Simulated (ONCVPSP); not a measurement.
# An ONCV potential for Ta, from input to tests

Do these settings give a usable potential? It is generated, then checked for transferability, scattering, ghosts and hardness.

The numbers are computed with ONCVPSP 4.0.1 (LDA (Perdew-Wang 92), scalar-relativistic, spin-unpolarised reference atom).

## Step 1: The atom and the settings

Typed settings, in words:

```json
{"element": "tantalum (Ta, Z = 73)", "type": "optimised norm-conserving Vanderbilt (ONCV)", "frozen core": "[Xe] 4f14", "valence charge": "5", "reference configuration": "5d3 6s2", "partial waves": "6s: rc 2.85 bohr, ncon 4, nbas 9, qcut 2.5 1/bohr, 1 projector; p scattering state at 0.31 Ha: rc 2.85 bohr, ncon 4, nbas 7, qcut 2.8 1/bohr, 2 projectors, debl 0.8 Ha; 5d: rc 2.90 bohr, ncon 4, nbas 8, qcut 5.7 1/bohr, 1 projector", "local potential": "polynomial inside 2.00 bohr (lpopt 2, dvloc0 0 Ha)", "core correction": "Teter function, fcfact 4.75, rcfact 1.05"}
```

The nodes and maxima of the atom's own shells, from an earlier all-electron run, set the scale for the radii.

All-electron outer shells of the reference configuration (LDA (PZ), scalar-relativistic, ld1.x):

```
shell  level (eV)  outermost node (bohr)  outermost maximum (bohr)
   4f      -24.93                      –                      0.44
   6s       -5.62                   1.32                      2.74
   5d       -3.79                   0.65                      1.58
   6p       -1.48                   1.59                      3.89
```

## Step 2: Generation

Ta.dat reads:

```
# ATOM AND REFERENCE CONFIGURATION
# atsym  z   nc   nv     iexc    psfile
  Ta 73.00   12    2  -001012      upf
#
#   n    l    f
    1    0    2.00
    2    0    2.00
    2    1    6.00
    3    0    2.00
    3    1    6.00
    3    2   10.00
    4    0    2.00
    4    1    6.00
    4    2   10.00
    4    3   14.00
    5    0    2.00
    5    1    6.00
    5    2    3.00
    6    0    2.00
#
# PSEUDOPOTENTIAL AND OPTIMIZATION
# lmax
    2
#
#   l,   rc,      ep,       ncon, nbas, qcut
    0    2.85    0.00    4    9    2.50
    1    2.85    0.31    4    7    2.80
    2    2.90    0.00    4    8    5.70
#
# LOCAL POTENTIAL
# lloc, lpopt,  rc(5),   dvloc0
    4    2    2.00    0.00
#
# VANDERBILT-KLEINMAN-BYLANDER PROJECTORs
# l, nproj, debl
    0    1    2.40
    1    2    0.80
    2    1    3.30
#
# MODEL CORE CHARGE
# icmod, fcfact, rcfact
    3    4.75    1.05
#
# LOG DERIVATIVE ANALYSIS
# epsh1, epsh2, depsh
   -2.00    5.00    0.02
#
# OUTPUT GRID
# rlmax, drl
    6.00    0.01
#
# TEST CONFIGURATIONS
# ncnf
    4
# nvcnf
#   n    l    f
    2
    5    2    3.00
    6    0    1.00
#
    2
    5    2    3.00
    6    0    0.00
#
    2
    5    2    2.00
    6    0    0.00
#
    3
    5    2    3.00
    6    0    0.00
    6    1    1.00
#
```

Command:

```console
$ oncvpsp.x < Ta.dat > Ta.out
```

What does the calculation give? Wanted: cutoffs for 1 and 0.1 mHa per electron, occupied waves; bound ghosts; GHOST(+) flags; largest test error; largest phase difference near zero energy, channels read; rms error of d²Exc/dn², without and with the model core; projector energies reset by the program.

The runs gave:

| quantity | value |
| --- | --- |
| cutoffs for 1 and 0.1 mHa per electron, occupied waves | 10 Ha and 12 Ha |
| bound ghosts | none found |
| GHOST(+) flags | s at 6 eV, p at 46 eV |
| largest test error (AE − PS) | +83 meV, for 5d2 6s0 |
| largest phase difference near zero energy, channels read | 3.074 rad |
| rms error of d²Exc/dn², without and with the model core | 10.04 and 6.25 mHa |
| projector energies reset by the program | p: 0.050, 0.850 Ha |

**Reading.** By total energies transferability is fair: the largest error is 83 meV on 47.9 eV, for 5d2 6s0. That test lies far up in energy; among those under 40 eV, nearer to bonding, the largest error is 38 meV. By its cutoff, 10 Ha for the looser tolerance, it is soft on the atom at that tolerance. At the looser tolerance the 5d wave is the slowest; 6s needs 3 Ha. The program's ghost test flags no bound state. Of the channels read, s scatters worst near zero energy, by up to 3.07 rad. A step near π is an extra or missing state, not a misfit of shape. The pseudo curves have a pole with no partner nearby in the atom's: s at 0.18 Ha. At positive energy that is a spurious or a displaced resonance. The program also flags highly localised states, GHOST(+) (s, p). All of this concerns the isolated atom, not yet a solid.
